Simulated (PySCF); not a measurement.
# Yb(NH2)3: how tightly the ligands are held

Aim: take one ligand of each kind off Yb(NH2)3, with both parts rigid, and scan its distance from the metal. The structure is generated, not taken from experiment.

Program: PySCF 2.14.0. Level of theory: PBE, Yb lcecp-1-SVP with ECP59, N def2-SVP, H def2-SVP; scalar-relativistic core potentials, no spin–orbit coupling. These are calculated values, not measurements.

3 further runs of the same task are left out: 2 for a known fault of the program, 1 that didn't finish.

## 1. The starting structure

10 atoms, charge 0, spin multiplicity 1.

Bond lengths: Yb1–N2 2.139 Å, Yb1–N5 2.139 Å, Yb1–N8 2.139 Å, N2–H3 1.030 Å, N2–H4 1.030 Å, N5–H6 1.029 Å, N5–H7 1.029 Å, N8–H9 1.029 Å, N8–H10 1.029 Å. Angles: N2–Yb1–N5 120.2°, N2–Yb1–N8 120.0°, N5–Yb1–N8 119.8°, Yb1–N2–H3 127.2°, Yb1–N2–H4 127.8°, H3–N2–H4 105.0°, Yb1–N5–H6 127.9°, Yb1–N5–H7 127.0°, H6–N5–H7 105.1°, Yb1–N8–H9 127.7°, Yb1–N8–H10 127.3°, H9–N8–H10 105.0°.

Geometry (Å):

```xyz
10
H6N3Yb
Yb    0.0037    0.0027    0.0012
N     2.1303    0.0038    0.2303
H     2.7459   -0.8155    0.3286
H     2.7623    0.8165    0.2527
N    -1.0572    1.8470   -0.2159
H    -0.6713    2.8011   -0.2257
H    -2.0728    1.9680   -0.3323
N    -1.0689   -1.8475   -0.0149
H    -0.6875   -2.7973    0.0950
H    -2.0845   -1.9789   -0.1190
```

Formal oxidation states: Yb +3. Each metal's 13 4f electrons lie in its core potential, so multiplicities, spins and levels count the valence alone. An earlier session relaxed this geometry at PBE, Yb lcecp-1-SVP with ECP59, N def2-SVP, H def2-SVP (singlet, point group D3h).

## 2. NH2 taken off

The ligand (atoms 2, 3, 4) keeps its formal charge and a closed shell where it can; ligand and rest are solved at the complex's geometry, in vacuum, with the settings of the relaxation.

```csv
part,charge,state,energy (Eh)
complex,0,singlet,-207.048703
ligand,-1,singlet,-55.722813
rest,1,singlet,-150.923559
```

Run time: 1.8 s. Hardware: 2 threads of Arm Neoverse V1, shared host.

## 3. Rigid scan of NH2

Atoms 2, 3, 4 move together along the line from atom 1; the distance is to the donor, the donors' midpoint or the ring centre. Each point starts from the density of the one before.

```csv
distance (Å),energy from the relaxed point (eV)
1.84,1.041
1.94,0.400
2.04,0.087
2.14,0.000
2.24,0.067
2.34,0.237
2.54,0.746
2.84,1.651
3.24,2.781
3.74,3.777
```

Wall time 72 s (2 threads of Arm Neoverse V1, shared host).

## 4. What came out

```
                    quantity       value
              taking off NH2    10.95 eV
stiffness of the NH2 contact  15.4 eV/Å²
```

**Reading.** Taking off NH2 as a fragment of charge -1 costs 10.95 eV, much of it the attraction of the two charges. Near 2.14 Å the NH2 contact has a stiffness of about 15.4 eV/Å², and the energy stands 3.78 eV higher at 3.74 Å. The free anion is solved without diffuse functions, no counterpoise correction is made, and the parts aren't relaxed; each of these makes the binding look larger. The bases are small and lack diffuse functions. Spin–orbit coupling is left out.
